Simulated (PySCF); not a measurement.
# C3H9BrSi3: the cost of one run

Computed with PySCF 2.14.0, with density-fitted response routines of our own, on a single molecule in the gas phase. Atoms are numbered from 0 throughout.

## (1) The molecule as given

16 atoms, charge 0, multiplicity 1; geometry from: GFN2-xTB.

Bonds of the start (Å): C0–C1 1.20, C1–Si2 1.86, Si2–Si3 2.32, Si2–Br4 2.27, Si2–C5 1.90, C5–Si6 1.91, C0–H7 1.05, Si3–H8 1.46, Si3–H9 1.46, Si3–H10 1.46, C5–H11 1.09, C5–H12 1.09, Si6–H13 1.47, Si6–H14 1.46, Si6–H15 1.46.

## (2) J couplings: B3LYP/pcSseg-1+pcJ-1

Job settings and geometry (Å):

```
{"job": {"kind": "j", "xc": "B3LYP", "basis": "pcJ-1"}, "charge": 0, "multiplicity": 1}
C     -1.093297     3.344620     0.814909
C     -0.842767     2.219731     0.471138
Si    -0.472099     0.487279    -0.083546
Si    -2.087804    -1.035490     0.579931
Br    -0.454930     0.710947    -2.346600
C      1.335016     0.131937     0.402730
Si     2.086815    -1.490984    -0.255430
H     -1.307882     4.329800     1.116510
H     -1.463976    -2.260271     1.083808
H     -2.977922    -1.380838    -0.526849
H     -2.885162    -0.443117     1.654872
H      1.389230     0.128885     1.492564
H      1.959808     0.963834     0.072012
H      1.253777    -2.601132     0.221711
H      2.108378    -1.476039    -1.715611
H      3.445216    -1.620218     0.273925
```

With the program's defaults for keys left out, this is: B3LYP/pcJ-1 Br:pcSseg-1 indirect spin-spin coupling, non-relativistic, gas phase.

Run with:

```
> OMP_NUM_THREADS=1 python probes_run.py task.json out
```

The driver reads the jobs from task.json and runs them one after another.

Q: Estimate the wall time and peak memory of this job on 1 thread of Arm Neoverse V2, shared host.

About 3.1 min, with a peak of 1.5 GiB.
